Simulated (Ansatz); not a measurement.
# C2H6FISi: a ladder of functionals and wavefunction methods

An exercise on one series of results from a longer session: the logs are not shown, and one member is left open.

Program: Ansatz 0.2.0, Gaussian basis. Level of theory: functionals in def2-TZVPP, the program's frozen cores in correlated methods. These are calculated values, not measurements.

Plan: PBE-D4, r2SCAN-D4, PBE0-D4, B3LYP-D4, ωB97X-V, ωB97M-V, B2PLYP; CCSD(T)/def2-TZVPP; MP2/def2-QZVPP; extrapolation to the limit.

## The geometry

An earlier PBE0-D4 in a triple-zeta def2 set relaxation fixed the geometry. I takes the def2 core potential; no spin-orbit term is included.

SMILES `C[Si](C)(F)I`, 11 atoms, charge 0, spin multiplicity 1.

Atoms are counted from 1 here; the program's logs count them from 0.

Bond lengths: C1–Si2 1.850 Å, C1–H6 1.092 Å, C1–H7 1.091 Å, C1–H8 1.094 Å, Si2–C3 1.850 Å, Si2–F4 1.600 Å, Si2–I5 2.449 Å, C3–H9 1.092 Å, C3–H10 1.091 Å, C3–H11 1.094 Å. Angles: Si2–C1–H6 110.6°, Si2–C1–H7 110.7°, Si2–C1–H8 110.0°, H6–C1–H7 108.3°, H6–C1–H8 108.6°, H7–C1–H8 108.6°, C1–Si2–C3 114.7°, C1–Si2–F4 108.3°, C1–Si2–I5 109.2°, C3–Si2–F4 108.3°, C3–Si2–I5 109.2°, F4–Si2–I5 106.7°, Si2–C3–H9 110.6°, Si2–C3–H10 110.7°, Si2–C3–H11 110.0°, H9–C3–H10 108.3°, H9–C3–H11 108.6°, H10–C3–H11 108.6°.

The first run:

The input, in.yaml:

```yaml
crystal:
  periodic: [false, false, false]
  atoms:
    - {symbol: C, position_ang: [-1.540031, 0.255594, 0.343612]}
    - {symbol: Si, position_ang: [0.083260, 0.280789, -0.543340]}
    - {symbol: C, position_ang: [1.402660, -0.762310, 0.227083]}
    - {symbol: F, position_ang: [-0.153151, -0.231252, -2.040736]}
    - {symbol: I, position_ang: [0.876434, 2.592460, -0.705292]}
    - {symbol: H, position_ang: [-1.426243, 0.632508, 1.362240]}
    - {symbol: H, position_ang: [-2.271791, 0.879142, -0.172975]}
    - {symbol: H, position_ang: [-1.925317, -0.767016, 0.391124]}
    - {symbol: H, position_ang: [1.619055, -0.419640, 1.241161]}
    - {symbol: H, position_ang: [2.323974, -0.711858, -0.355829]}
    - {symbol: H, position_ang: [1.076452, -1.805316, 0.273554]}
basis:
  gaussian: {orbitals: def2-TZVPP}
hamiltonian: {xc: pbe, dispersion: d4}
output: {forces: true, orbitals: {seedname: orbitals}}
```

Launch:

```sh
$ ansatz run in.yaml --threads 2 --pin off --events-out ev --progress --plain --max-ram 22528MiB --backend cpu
```

Among the steps run: PBE-D4 (GGA); r2SCAN-D4 (meta-GGA); PBE0-D4 (hybrid); B3LYP-D4 (hybrid); ωB97X-V (range-separated); ωB97M-V (range-separated); B2PLYP (double hybrid); CCSD(T) in def2-TZVPP; MP2 in def2-QZVPP.

One table of the session follows, with a row left open; its other results are not shown here.

It belongs to the step «Atomisation energies». 

```
            method  atomisation energy (kcal/mol)
            PBE-D4                          994.3
         r2SCAN-D4                          986.8
           PBE0-D4                              ?
          B3LYP-D4                          979.9
           ωB97X-V                          985.0
           ωB97M-V                          984.3
            B2PLYP                          971.6
     HF/def2-TZVPP                          746.8
    MP2/def2-TZVPP                          977.7
   CCSD/def2-TZVPP                          948.6
CCSD(T)/def2-TZVPP                          961.1
           MP2/CBS                         1004.0
       CCSD(T)/CBS                          987.3
```

Estimate the missing values for PBE0-D4.

**Answer.** atomisation energy (kcal/mol): 983.6. In the column «atomisation energy (kcal/mol)» it lies between B3LYP-D4 (979.9) and ωB97M-V (984.3).

To keep in mind: Free atoms (2 C, 1 Si, 1 F, 1 I, 6 H) were run apart at each level; the atomisation energy is their sum less the molecule, without zero-point or spin-orbit terms.
